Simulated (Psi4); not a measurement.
**One shape, several levels: triplet CH2GeN−**

Aim: a comparison of 3 runs (UHF/STO-3G, UB3LYP/6-31G*) of triplet CH2GeN−. 

Program for the calculation: Psi4 1.11.

**1. Starting point**

The species is CH2GeN− (5 atoms), meant as a triplet with charge -1. SMILES of the parent species: `N#[C][GeH2-]`. Geometry: a GFN2-xTB relaxation, a rough one for these elements and not checked as a minimum. That shape belongs to the parent species and isn't relaxed for this state.

Bond lengths: N1–C2 1.158 Å, C2–Ge3 1.974 Å, Ge3–H4 1.680 Å, Ge3–H5 1.680 Å. Angles: N1–C2–Ge3 169.7°, C2–Ge3–H4 88.6°, C2–Ge3–H5 88.8°, H4–Ge3–H5 88.7°.

**2. Energy and gradient at UHF/STO-3G (run 1)**

Contents of job.json:

```json
{
 "schema_name": "qcschema_input",
 "schema_version": 1,
 "molecule": {
  "schema_name": "qcschema_molecule",
  "schema_version": 2,
  "symbols": ["N", "C", "Ge", "H", "H"],
  "geometry": [2.47973642, -2.16713792, 2.47263105, 1.32004929, -1.09063654, 0.95967852, -0.21794211, 0.48076522, -2.05265831, -3.06651527, -0.40521397, -0.96778544, -0.51530942, 3.1822232, -0.41184691],
  "molecular_charge": -1,
  "molecular_multiplicity": 3,
  "fix_symmetry": "c1",
  "fix_com": true,
  "fix_orientation": true
 },
 "driver": "gradient",
 "model": {
  "method": "scf",
  "basis": "STO-3G"
 },
 "keywords": {
  "reference": "uhf",
  "puream": true,
  "e_convergence": 1e-09,
  "d_convergence": 1e-08,
  "scf_type": "pk",
  "maxiter": 200
 }
}
```

Command:

```sh
$ psi4 --qcschema job.json -n 1 --memory 1600MB
```

stdout:

```text
[...]
  Running in c1 symmetry.
[...]
  Nuclear repulsion =  133.588053876075634
[...]
  Multiplicity = 3
[...]
  Nalpha       = 25
  Nbeta        = 23
[...]
    Number of basis functions: 30
[...]
   @UHF iter   1: -2142.96032688481910   -3.41101e+00   2.51670e-02 ADIIS/DIIS
[...]
   @UHF iter  31: -2143.63606069430534   -9.09495e-13   7.07646e-09 DIIS
[...]
   @S^2 Observed:                2.010079389E+00
[...]
    Orbital Energies [Eh]
    ---------------------
    Alpha Occupied:
       1A   -400.207157     2A    -50.054704     3A    -45.118566
       4A    -45.117596     5A    -45.117404     6A    -14.921254
       7A    -10.593359     8A     -6.159036     9A     -4.202038
      10A     -4.198935    11A     -4.198473    12A     -0.843959
      13A     -0.418140    14A     -0.341794    15A     -0.335192
      16A     -0.334766    17A     -0.333285    18A     -0.332993
      19A     -0.240881    20A     -0.204417    21A     -0.147282
      22A     -0.108971    23A     -0.081997    24A     -0.068642
      25A      0.242280
    Alpha Virtual:
[...]
  @UHF Final Energy: -2143.63606069430534
   => Energetics <=
    Nuclear Repulsion Energy =            133.5880538760756338
    One-Electron Energy =               -3288.0597636018883350
    Two-Electron Energy =                1010.8356490315072733
    Total Energy =                      -2143.6360606943053426
  UHF NO Occupations:
  HONO-2 :   23  A 1.9979115
  HONO-1 :   24  A 1.0000000
[...]
 Multipole Moments:
 ------------------------------------------------------------------------------------
     Multipole            Electronic (a.u.)      Nuclear  (a.u.)        Total (a.u.)
 ------------------------------------------------------------------------------------
 L = 1.  Multiply by 2.5417464519 to convert [e a0] to [Debye]
 Dipole X            :        -15.4503659           14.7224785           -0.7278874
 Dipole Y            :          4.2617320           -3.5522884            0.7094436
 Dipole Z            :         42.7334928          -43.9982098           -1.2647170
 Magnitude           :                                                    1.6225410
[...]
  -Total Gradient:
     Atom            X                  Y                   Z
    ------   -----------------  -----------------  -----------------
       1       -0.161233657477     0.140909946532    -0.144319558204
       2        0.188037489422    -0.166970786083     0.179806252076
       3        0.037508485375    -0.005124933584    -0.122504096031
       4       -0.046788085680    -0.004509424390     0.040783214016
       5       -0.017524231627     0.035695197536     0.046234188210
[...]
```

The result, in JSON:

```text
{
 "driver": "gradient",
 "model": {
  "method": "scf",
  "basis": "STO-3G"
 },
 "success": true,
 "return_result": [-0.16123365747724272, 0.14090994653249767, -0.14431955820413023, 0.18803748942174137, -0.166970786082517, 0.17980625207550377, 0.03750848537529773, -0.005124933584010775, -0.12250409603078366, -0.04678808568035073, -0.004509424390305342, 0.04078321401601899, -0.01752423162688991, 0.035695197535735634, 0.04623418821041986],
 "properties": {
  "calcinfo_nbasis": 30,
  "calcinfo_nmo": 30,
  "calcinfo_nalpha": 25,
  "calcinfo_nbeta": 23,
  "calcinfo_natom": 5,
  "nuclear_repulsion_energy": 133.58805387607563,
  "return_energy": -2143.6360606943053,
  "return_gradient": [-0.16123365747724272, 0.14090994653249767, -0.14431955820413023, 0.18803748942174137, -0.166970786082517, 0.17980625207550377, 0.03750848537529773, -0.005124933584010775, -0.12250409603078366, -0.04678808568035073, -0.004509424390305342, 0.04078321401601899, -0.01752423162688991, 0.035695197535735634, 0.04623418821041986],
  "scf_one_electron_energy": -3288.0597636018883,
  "scf_two_electron_energy": 1010.8356490315073,
  "scf_dipole_moment": [-0.7278874209782185, 0.7094435526607876, -1.2647169655068637],
  "scf_total_energy": -2143.6360606943053,
  "scf_total_gradient": [-0.16123365747724272, 0.14090994653249767, -0.14431955820413023, 0.18803748942174137, -0.166970786082517, 0.17980625207550377, 0.03750848537529773, -0.005124933584010775, -0.12250409603078366, -0.04678808568035073, -0.004509424390305342, 0.04078321401601899, -0.01752423162688991, 0.035695197535735634, 0.04623418821041986],
  "scf_iterations": 31
 }
}
```

Run time: 3.3 s. Hardware: 1 thread of Intel Xeon Platinum 8259CL at 2.50GHz (Skylake/Cascade Lake), shared host; peak memory 0.2 GiB.

**3. Energy and forces at UB3LYP/6-31G(d) (spherical functions) (run 2)**

Contents of ch2gen.xyz:

```xyz
5
CH2GeN
N      1.312220    -1.146800     1.308460
C      0.698540    -0.577140     0.507840
Ge    -0.115330     0.254410    -1.086220
H     -1.622730    -0.214430    -0.512130
H     -0.272690     1.683960    -0.217940
```

Contents of run.py:

```python
import numpy as np
from ase.calculators.psi4 import Psi4
from ase.io import read

mol = read('ch2gen.xyz')
calc = Psi4(atoms=mol, method='b3lyp', basis='6-31G*', memory='1600MB', num_threads=1, charge=-1, multiplicity=3, label='psi4-calc', reference='uks')
calc.psi4.set_options({'puream': True, 'e_convergence': 1e-09, 'd_convergence': 1e-08, 'scf_type': 'pk', 'dft_radial_points': 99, 'dft_spherical_points': 590, 'maxiter': 200})
mol.calc = calc

forces = mol.get_forces()
print(f'energy: {mol.get_potential_energy():.6f} eV')
print('forces / eV A^-1')
print(np.round(forces, 5))
```

Command:

```sh
$ python run.py
```

psi4-calc.dat:

```text
[...]
  Running in c1 symmetry.
[...]
  Nuclear repulsion =  133.588053856603636
[...]
  Multiplicity = 3
[...]
  Nalpha       = 25
  Nbeta        = 23
[...]
    Number of basis functions: 64
[...]
   @UKS iter   1: -2168.96825680549455   -2.10292e+00   4.31674e-02 ADIIS/DIIS
[...]
   @UKS iter  22: -2170.67068789448422    2.27374e-12   6.53368e-09 DIIS
[...]
   @S^2 Observed:                2.005533635E+00
[...]
  @UKS Final Energy: -2170.67068789448422
   => Energetics <=
    Nuclear Repulsion Energy =            133.5880538566036364
    One-Electron Energy =               -3295.6556791887978761
    Two-Electron Energy =                1065.6520359197206744
    DFT Exchange-Correlation Energy =     -74.2550984820105526
    Empirical Dispersion Energy =           0.0000000000000000
    VV10 Nonlocal Energy =                  0.0000000000000000
    Total Energy =                      -2170.6706878944842174
[...]
 Multipole Moments:
 ------------------------------------------------------------------------------------
     Multipole            Electronic (a.u.)      Nuclear  (a.u.)        Total (a.u.)
 ------------------------------------------------------------------------------------
 L = 1.  Multiply by 2.5417464519 to convert [e a0] to [Debye]
 Dipole X            :         -0.6861749            0.5016064           -0.1845684
 Dipole Y            :          1.4742574           -1.2023966            0.2718608
 Dipole Z            :         -6.1805395            5.3277568           -0.8527827
 Magnitude           :                                                    0.9138994
[...]
  -Total Gradient:
     Atom            X                  Y                   Z
    ------   -----------------  -----------------  -----------------
       1       -0.029762896710     0.026856325398    -0.033801348601
       2        0.014988692406    -0.012771919470     0.009716765121
       3        0.040040255643    -0.027014216450    -0.005893754873
       4       -0.006964216571     0.014491608903     0.016448675768
       5       -0.018301621024    -0.001560475633     0.013530620438
[...]
```

On the terminal:

```text
energy: -59066.958020 eV
forces / eV A^-1
[[ 1.53047 -1.38101  1.73814]
 [-0.77075  0.65676 -0.49966]
 [-2.05895  1.38913  0.30307]
 [ 0.35811 -0.74519 -0.84582]
 [ 0.94111  0.08024 -0.69577]]
```

Run time: 33 s. Hardware: 1 thread of Intel Xeon Platinum 8259CL at 2.50GHz (Skylake/Cascade Lake), shared host; peak memory 0.7 GiB.

**4. Energy and gradient at UB3LYP/6-31G(d) (Cartesian functions) (run 3)**

Contents of input.inp:

```
memory 1600 mb

molecule {
  -1 3
  N      1.312220    -1.146800     1.308460
  C      0.698540    -0.577140     0.507840
  Ge    -0.115330     0.254410    -1.086220
  H     -1.622730    -0.214430    -0.512130
  H     -0.272690     1.683960    -0.217940
  symmetry c1
  no_reorient
  no_com
}

set {
  basis 6-31G*
  reference uks
  puream false
  e_convergence 1e-09
  d_convergence 1e-08
  scf_type pk
  dft_radial_points 99
  dft_spherical_points 590
  maxiter 200
}

result, w = gradient('b3lyp', return_wfn=True)
print_variables()
```

Command:

```sh
$ psi4 -n 1 input.inp input.out
```

input.out:

```text
[...]
  Running in c1 symmetry.
[...]
  Nuclear repulsion =  133.588053856603608
[...]
  Multiplicity = 3
[...]
  Nalpha       = 25
  Nbeta        = 23
[...]
    Number of basis functions: 69
[...]
   @UKS iter   1: -2168.81549663624219   -1.92200e+00   4.34561e-02 ADIIS/DIIS
[...]
   @UKS iter  24: -2170.67877406843809    3.11047e-10   6.97360e-09 DIIS
[...]
   @S^2 Observed:                2.005554592E+00
[...]
  @UKS Final Energy: -2170.67877406843809
   => Energetics <=
    Nuclear Repulsion Energy =            133.5880538566036080
    One-Electron Energy =               -3295.6175658134743571
    Two-Electron Energy =                1065.5789907115170081
    DFT Exchange-Correlation Energy =     -74.2282528230843184
    Empirical Dispersion Energy =           0.0000000000000000
    VV10 Nonlocal Energy =                  0.0000000000000000
    Total Energy =                      -2170.6787740684385426
[...]
 Multipole Moments:
 ------------------------------------------------------------------------------------
     Multipole            Electronic (a.u.)      Nuclear  (a.u.)        Total (a.u.)
 ------------------------------------------------------------------------------------
 L = 1.  Multiply by 2.5417464519 to convert [e a0] to [Debye]
 Dipole X            :        -15.2221303           14.7224783           -0.4996520
 Dipole Y            :          3.8851585           -3.5522883            0.3328702
 Dipole Z            :         44.1849567          -43.9982099            0.1867467
 Magnitude           :                                                    0.6287520
[...]
  -Total Gradient:
     Atom            X                  Y                   Z
    ------   -----------------  -----------------  -----------------
       1       -0.029609504204     0.026792951248    -0.034054823870
       2        0.014851349369    -0.012808594813     0.010385025099
       3        0.039965155463    -0.026796700838    -0.006237164572
       4       -0.006825464195     0.014623322029     0.016474189608
       5       -0.018381297322    -0.001809659891     0.013433747568
[...]
```

Run time: 37 s. Hardware: 1 thread of Intel Xeon Platinum 8259CL at 2.50GHz (Skylake/Cascade Lake), shared host; peak memory 0.7 GiB.

**5. Overview of the runs**

```tsv
run	level	integration grid	Cartesian functions	energy (Eh)	HOMO energy (eV)	⟨S²⟩	largest force (eV/Å)	wall time
1	UHF/STO-3G	–	no	-2143.636061	6.59	2.010	15.897	3.3 s
2	UB3LYP/6-31G* (spherical functions)	99 radial × 590 angular	no	-2170.670688	3.43	2.006	2.696	33 s
3	UB3LYP/6-31G* (Cartesian functions)	99 radial × 590 angular	yes	-2170.678774	3.42	2.006	2.699	37 s
```

**6. Summary of results**

| quantity | value |
| --- | --- |
| run 3: total energy | -2170.67877 Eh |
| run 3: HOMO energy (highest over α and β) | 3.42 eV |
| run 3: ⟨S²⟩ | 2.006 |
| run 3: largest force on an atom | 2.699 eV/Å |

In runs 1, 2, 3 the HOMO lies above zero, so the outermost electron may be held by the basis alone. In run 1 the basis is minimal, so the values are rough. All runs together took 74 s, the longest 37 s.
